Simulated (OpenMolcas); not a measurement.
# CCSD(T)/ANO-R1 (sfX2C) run of SnH4 (SMILES [SnH4])

Aim: the vertical electron affinity of SnH4 at CCSD(T)/ANO-R1 (sfX2C), from 2 runs. 

Program for the calculation: OpenMolcas 26.06.

4 further runs of the same task are left out: 1 that didn't finish, 3 set aside as unsound or not needed.

### 1 Starting point

SnH4 has 5 atoms, charge 0, and is taken as a singlet. As SMILES, `[SnH4]`. The shape comes from GFN2-xTB, which is rough for such elements, and wasn't checked as a minimum.

Bond lengths: Sn1–H2 1.639 Å, Sn1–H3 1.639 Å, Sn1–H4 1.639 Å, Sn1–H5 1.638 Å. Angles: H2–Sn1–H3 109.4°, H2–Sn1–H4 109.5°, H2–Sn1–H5 109.5°, H3–Sn1–H4 109.5°, H3–Sn1–H5 109.5°, H4–Sn1–H5 109.4°.

### 2 A single-point energy at CCSD(T)/ANO-R1 (sfX2C)

File mol.input:

```
* H4Sn CCSD(T)
>>> EXPORT MOLCAS_PRINT=2

&GATEWAY
  XBAS
  Sn.ANO-R1
  H.ANO-R1
  End of Basis
  ZMAT
  Sn1
  H2 1 1.638549
  H3 1 1.638636 2 109.41151
  H4 1 1.638577 2 109.48245 3 -120.03505
  H5 1 1.638406 2 109.48563 3 119.9858
  End of ZMAT
  Finite
  RX2C

&SEWARD

&SCF
  PrOrbitals
  1 2

&RASSCF
  FileOrb
  $Project.ScfOrb
  Spin
  1
  Nactel
  0 0 0
  Inactive
  27
  Ras2
  0
  OutOrbitals
  Canonical
  OrbListing
  Few

&MOTRA
  JobIph
  Frozen
  18

&CCSDT
  CCT
  Triples
  2
  Iterations
  50
  Extrapolation
  5 4
```

The run is started by

```
$ export MOLCAS_MEM=1860
$ pymolcas mol.input > mol.log
```

Output:

```text
--- Start Module: gateway ---
[...]
--- Stop Module: gateway /rc=_RC_ALL_IS_WELL_ ---
[...]
      Basis functions           63
[...]
       Convergence after   9 Iterations
[...]
::    Total SCF energy                              -6176.1069302883
[...]
      Total spin, S                                     0.0000000000
[...]
      Number of active orbitals                  0
[...]
      Spin quantum number                      0.0
[...]
      Active orbitals                            0
[...]
      Number of CSFs                             1
[...]
      Number of root(s) required                 1
[...]
      Convergence after  4 iterations
[...]
      Natural orbitals and occupation numbers for root  1
      ************************************************************************************************************************
      *                                                    Final results                                                     *
      ************************************************************************************************************************
[...]
::    RASSCF root number  1 Total energy:  -6176.10693029
[...]
      Total electronic charge=   54.000000
      Total            charge=   -0.000000
[...]
      Dipole Moment (debye):
      Origin of the operator (angstrom)=    0.0000   -0.0000    0.0000
                   X= -5.8855E-04               Y=  5.6892E-04               Z= -1.2932E-03           Total=  1.5305E-03
      Quadrupole Moment (debye*angstrom):
[...]
--- Start Module: motra ---
[...]
      *** WARNING: Default frozen orbitals is overwritten by user input.
      *** Default values:  18
[...]
--- Stop Module: motra /rc=_RC_ALL_IS_WELL_ ---
--- Start Module: ccsdt ---
[...]
      Convergence after                    12  Iterations
      Total energy (diff) :   -6176.56562912      -0.00000007
[...]
 METHOD                       : CCSD+T(CCSD)+<T3(1)WT1> = CCSD(T)
[...]
       CCSD     =     -6176.5656291195473
[...]
--- Stop Module: ccsdt /rc=_RC_ALL_IS_WELL_ ---
[...]
```

Run time: 9.9 s. Hardware: 1 thread of Arm Neoverse V1, shared host; peak memory 0.41 GiB.

### 3 The doublet anion at the same level

File mol.inp:

```
&gateway
  xbas
  Sn.ANO-R1
  H.ANO-R1
  End of Basis
  zmat
  Sn1
  H2 1 1.638549
  H3 1 1.638636 2 109.41151
  H4 1 1.638577 2 109.48245 3 -120.03505
  H5 1 1.638406 2 109.48563 3 119.9858
  End of ZMAT
  finite
  rx2c

&seward

&scf
  uhf
  charge=-1
  spin=2
  prorbitals=1 2

&rasscf
  fileorb=$Project.UnaOrb
  spin=2
  nactel=1 0 0
  inactive=27
  ras2=1
  outorbitals=Canonical
  orblisting=Few

&motra
  jobiph
  frozen=18

&ccsdt
  cct
  triples=3
  iterations=50
  extrapolation=5 4
```

The run is started by

```
$ export MOLCAS_MEM=1860
$ pymolcas mol.inp > mol.log
```

Output:

```text
--- Start Module: gateway ---
[...]
--- Stop Module: gateway /rc=_RC_ALL_IS_WELL_ ---
[...]
      Basis functions           63
[...]
       Convergence after  14 Iterations
[...]
::    Total SCF energy                              -6176.0436159508
[...]
      Total spin, S                                     0.5005398577
[...]
      Number of active orbitals                  1
[...]
      Spin quantum number                      0.5
[...]
      Active orbitals                            1
[...]
      Number of CSFs                             1
[...]
      Number of root(s) required                 1
[...]
      Convergence after  7 iterations
[...]
      printout of CI-coefficients larger than  0.05 for root  1
      energy=   -6176.043390
      conf/sym  1     Coeff  Weight
             1  u   1.00000 1.00000
      Natural orbitals and occupation numbers for root  1
      sym 1:   1.000000
      ************************************************************************************************************************
      *                                                    Final results                                                     *
[...]
::    RASSCF root number  1 Total energy:  -6176.04338951
[...]
      Total electronic charge=   55.000000
      Total            charge=   -1.000000
[...]
      Dipole Moment (debye):
      Origin of the operator (angstrom)=    0.0000   -0.0000    0.0000
                   X= -2.7618E-04               Y=  4.8997E-04               Z= -8.4530E-04           Total=  1.0153E-03
      Center of Charge (angstrom)
[...]
--- Start Module: motra ---
[...]
      *** WARNING: Default frozen orbitals is overwritten by user input.
      *** Default values:  18
[...]
--- Stop Module: motra /rc=_RC_ALL_IS_WELL_ ---
--- Start Module: ccsdt ---
[...]
      Convergence after                    10  Iterations
      Total energy (diff) :   -6176.51177648       0.00000003
[...]
 METHOD                       : CCSD+T(CCSD)+<T3(1)WT1>+<T3(1)UT2> = CCSD(T)
[...]
       CCSD     =     -6176.5117764804909
[...]
--- Stop Module: ccsdt /rc=_RC_ALL_IS_WELL_ ---
[...]
```

Wall time 11 s (1 thread of Arm Neoverse V1, shared host); peak memory 0.41 GiB.

### 4 Results

Level: CCSD(T)/ANO-R1 (sfX2C), 18 core orbitals frozen.

| quantity | value |
| --- | --- |
| singlet SnH4: total energy | -6176.57147 Eh |
| singlet SnH4: dipole moment (mean-field density) | 0.00 D |
| singlet SnH4: HOMO energy (Hartree–Fock orbitals) | -12.44 eV |
| singlet SnH4: LUMO energy (Hartree–Fock orbitals) | 1.76 eV |
| singlet SnH4: HOMO–LUMO gap (Hartree–Fock orbitals) | 14.20 eV |
| singlet SnH4: correlation energy (18 core orbitals frozen) | -464.5 mEh |
| singlet SnH4: (T) correction | -5.84 mEh |
| doublet anion: total energy | -6176.51829 Eh |
| doublet anion: (T) correction | -6.52 mEh |
| vertical electron affinity (to the doublet anion) | -1.447 eV |

In words: The anion lies 1.45 eV (140 kJ/mol) above the neutral: the electron isn't bound at this level, and such a value depends on the basis. Without diffuse functions anions come out too high. The triples (singlet SnH4) make up 1.3 % of the correlation energy.
